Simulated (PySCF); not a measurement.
# C5H9NOSi: the cost of one run

Computed with PySCF 2.14.0, with density-fitted response routines of our own, on a single molecule in the gas phase. Atoms are numbered from 0 throughout.

### Step 1. The starting structure

17 atoms, charge 0, multiplicity 1; geometry from: GFN2-xTB.

Bonds of the start (Å): C0–N1 1.43, N1–C2 1.35, C2–C3 1.37, C3–C4 1.41, C4–O5 1.35, O5–Si6 1.62, C4–C7 1.37, C7–N1 1.36, C0–H8 1.09, C0–H9 1.09, C0–H10 1.09, C2–H11 1.07, C3–H12 1.07, Si6–H13 1.47, Si6–H14 1.45, Si6–H15 1.47, C7–H16 1.07.

### Step 2. Ultraviolet spectrum: B3LYP/def2-SVPD

What the job is given:

```
{"job": {"kind": "uv", "xc": "B3LYP", "basis": "def2-SVPD", "nstates": 8, "ntriplets": 3}, "charge": 0, "multiplicity": 1}
C     -2.974967    -0.262870     0.262747
N     -1.541470    -0.278423     0.212042
C     -0.770785    -1.252909    -0.326954
C      0.546906    -0.895631    -0.207523
C      0.569975     0.360289     0.432373
O      1.648684     1.103949     0.761568
Si     3.236661     0.854057     0.562152
C     -0.734370     0.716825     0.677871
H     -3.358132    -1.240497    -0.024818
H     -3.317833    -0.032229     1.273241
H     -3.381581     0.488310    -0.420278
H     -1.206178    -2.135009    -0.754683
H      1.402700    -1.453546    -0.529694
H      3.680569    -0.357551     1.257250
H      3.735299     2.077338     1.170310
H      3.588668     0.727005    -0.855251
H     -1.131144     1.592920     1.149200
```

With the program's defaults for keys left out, this is: TDDFT B3LYP/def2-SVPD, vertical, gas phase, core orbitals frozen in the response.

Run with:

```bash
$ OMP_NUM_THREADS=1 python probes_run.py task.json out
```

One launch serves the whole session: the jobs run in the order shown.

Q: Estimate the wall time and peak memory of this job on 1 thread of Arm Neoverse N1, shared host.

About 98 s, with a peak of 0.97 GiB.
